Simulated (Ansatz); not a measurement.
# CH₉BClNSi₂: vertical ionisation energy

An exercise on one series of results from a longer session: the logs are not shown, and one member is left open.

Method: unrestricted cation, the program's frozen cores in correlated methods; program: Ansatz 0.2.0, Gaussian basis.

The runs, in order: UKS PBE-D4/def2-TZVPP; UKS r2SCAN-D4/def2-TZVPP; UKS PBE0-D4/def2-TZVPP; UKS B3LYP-D4/def2-TZVPP; UKS wB97X-V/def2-TZVPP; UKS wB97M-V/def2-TZVPP; UKS B2PLYP/def2-TZVPP; UHF-CCSD(T)/def2-TZVPP; UHF-MP2/def2-QZVPP; extrapolation to the limit; then −ε(HOMO) from the neutral's earlier runs with LDA (SPW92), PBE-D4, revPBE-D4, BLYP-D4, r2SCAN-D4, B97M-V, PBE0-D4, B3LYP-D4, r2SCANh-D4, r2SCAN0-D4, HSE06-D4, BHLYP-D4, CAM-B3LYP-D4, LC-ωPBE, ωB97X-V, ωB97M-V.

## The geometry

An earlier PBE0-D4 in a triple-zeta def2 set relaxation fixed the geometry.

15 atoms, charge 0, spin multiplicity 1.

Atoms are counted from 1 here; the program's logs count them from 0.

Bond lengths: C1–B2 1.562 Å, C1–H7 1.095 Å, C1–H8 1.089 Å, C1–H9 1.094 Å, B2–Cl3 1.799 Å, B2–N4 1.411 Å, N4–Si5 1.765 Å, N4–Si6 1.754 Å, Si5–H10 1.489 Å, Si5–H11 1.481 Å, Si5–H12 1.480 Å, Si6–H13 1.485 Å, Si6–H14 1.480 Å, Si6–H15 1.485 Å. Angles: B2–C1–H7 109.4°, B2–C1–H8 114.9°, B2–C1–H9 109.6°, H7–C1–H8 108.3°, H7–C1–H9 105.7°, H8–C1–H9 108.5°, C1–B2–Cl3 115.5°, C1–B2–N4 128.4°, Cl3–B2–N4 116.1°, B2–N4–Si5 119.5°, B2–N4–Si6 125.8°, Si5–N4–Si6 114.6°, N4–Si5–H10 104.4°, N4–Si5–H11 111.8°, N4–Si5–H12 111.8°, H10–Si5–H11 108.7°, H10–Si5–H12 108.7°, H11–Si5–H12 111.1° and more.

The first run:

Input file in.yaml:

```yaml
crystal:
  periodic: [false, false, false]
  atoms:
    - {symbol: C, position_ang: [-1.862802, -1.196847, 0.616113]}
    - {symbol: B, position_ang: [-0.670509, -0.224814, 0.888395]}
    - {symbol: Cl, position_ang: [-0.541228, 0.388907, 2.574712]}
    - {symbol: N, position_ang: [0.315123, 0.229310, -0.013910]}
    - {symbol: Si, position_ang: [1.556624, 1.352327, 0.546336]}
    - {symbol: Si, position_ang: [0.446540, -0.222873, -1.703503]}
    - {symbol: H, position_ang: [-1.764526, -2.081067, 1.254020]}
    - {symbol: H, position_ang: [-1.956742, -1.529595, -0.416618]}
    - {symbol: H, position_ang: [-2.801182, -0.719501, 0.913698]}
    - {symbol: H, position_ang: [2.385913, 1.618749, -0.661787]}
    - {symbol: H, position_ang: [2.415919, 0.747175, 1.589256]}
    - {symbol: H, position_ang: [0.971250, 2.629947, 1.011951]}
    - {symbol: H, position_ang: [0.311575, 0.985419, -2.555989]}
    - {symbol: H, position_ang: [-0.607028, -1.197965, -2.064655]}
    - {symbol: H, position_ang: [1.779172, -0.829772, -1.948720]}
basis:
  gaussian: {orbitals: def2-TZVPP}
total_charge: 1
magnetization: {spin_polarized: true, initial_magnetization: 1}
hamiltonian: {xc: pbe, dispersion: d4}
```

Among the steps run: Cation, UKS PBE-D4/def2-TZVPP; Cation, UKS r2SCAN-D4/def2-TZVPP; Cation, UKS PBE0-D4/def2-TZVPP; Cation, UKS B3LYP-D4/def2-TZVPP; Cation, UKS wB97X-V/def2-TZVPP; Cation, UKS wB97M-V/def2-TZVPP; Cation, UKS B2PLYP (frozen core)/def2-TZVPP; Cation, UHF-CCSD(T)/def2-TZVPP; Cation, UHF-MP2/def2-QZVPP.

One table of the session follows, with a row left open; its other results are not shown here.

It belongs to the step «Ionisation energies side by side». For comparison, −ε(HOMO) of the neutral from earlier runs:

```
  functional  −ε(HOMO) (eV)
 LDA (SPW92)           7.12
      PBE-D4              ?
   revPBE-D4           6.98
     BLYP-D4           6.89
   r2SCAN-D4           7.32
      B97M-V           7.46
     PBE0-D4           8.30
    B3LYP-D4           8.07
  r2SCANh-D4           7.79
  r2SCAN0-D4           8.51
    HSE06-D4           7.90
    BHLYP-D4           9.49
CAM-B3LYP-D4           9.64
     LC-ωPBE          11.00
     ωB97X-V          10.66
     ωB97M-V          10.54
```

**Question.** Estimate the row for PBE-D4.

As computed: −ε(HOMO) (eV): 7.02. In the column «−ε(HOMO) (eV)» it lies between revPBE-D4 (6.98) and LDA (SPW92) (7.12).

Caveats from the session: The cation may have settled in a state other than its lowest; no search over hole states beyond the program's own was made.
